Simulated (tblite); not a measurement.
# C5H8F3NSi: the cost of one run

Computed with tblite 0.8.0 and PySCF 2.14.0, with density-fitted response routines of our own, on a single molecule in the gas phase. Atoms count from 0, in the outputs and in this text.

## 1. The molecule as given

18 atoms, charge 0, multiplicity 1; geometry from: force field or distance geometry start.

Bonds of the start (Å): C0–C1 1.22, C1–C2 1.48, C2–C3 1.47, C2–N4 1.43, N4–Si5 1.77, Si5–C6 1.88, C6–F7 1.39, C6–F8 1.39, C6–F9 1.36, C0–H10 1.05, C2–H11 1.12, C3–H12 1.13, C3–H13 1.10, C3–H14 1.12, N4–H15 1.06, Si5–H16 1.47, Si5–H17 1.47.

## 2. Geometry optimisation with GFN2-xTB

Job settings and geometry (Å):

```
{"job": {"kind": "relax", "xc": "GFN2-xTB", "basis": "xTB"}, "charge": 0, "multiplicity": 1}
C      2.772400     2.128300     0.011000
C      2.048800     1.187900    -0.274800
C      1.193900     0.031800    -0.620500
C      1.722200    -1.138800     0.096300
N     -0.140200     0.441000    -0.286500
Si    -1.432600    -0.719300    -0.610700
C     -3.032500     0.165000    -0.163800
F     -3.506300    -0.370800     1.022900
F     -2.782900     1.507000     0.096500
F     -3.990600     0.012000    -1.123500
H      3.367900     2.958900     0.237400
H      1.231200    -0.151500    -1.721600
H      2.812300    -0.947600     0.311700
H      1.257700    -1.371900     1.064400
H      1.704000    -2.004900    -0.609400
H     -0.344400     1.311200    -0.851100
H     -1.577100    -1.079200    -2.026300
H     -1.312500    -1.952900     0.171600
```

Launch:

```sh
$ OMP_NUM_THREADS=1 python probes_run.py task.json out
```

This one command runs all jobs of the session in turn.

Q: Estimate the wall time and peak memory of this first job on 1 thread of Arm Neoverse N1, shared host.

About 2.1 s, with a peak of 0.18 GiB.
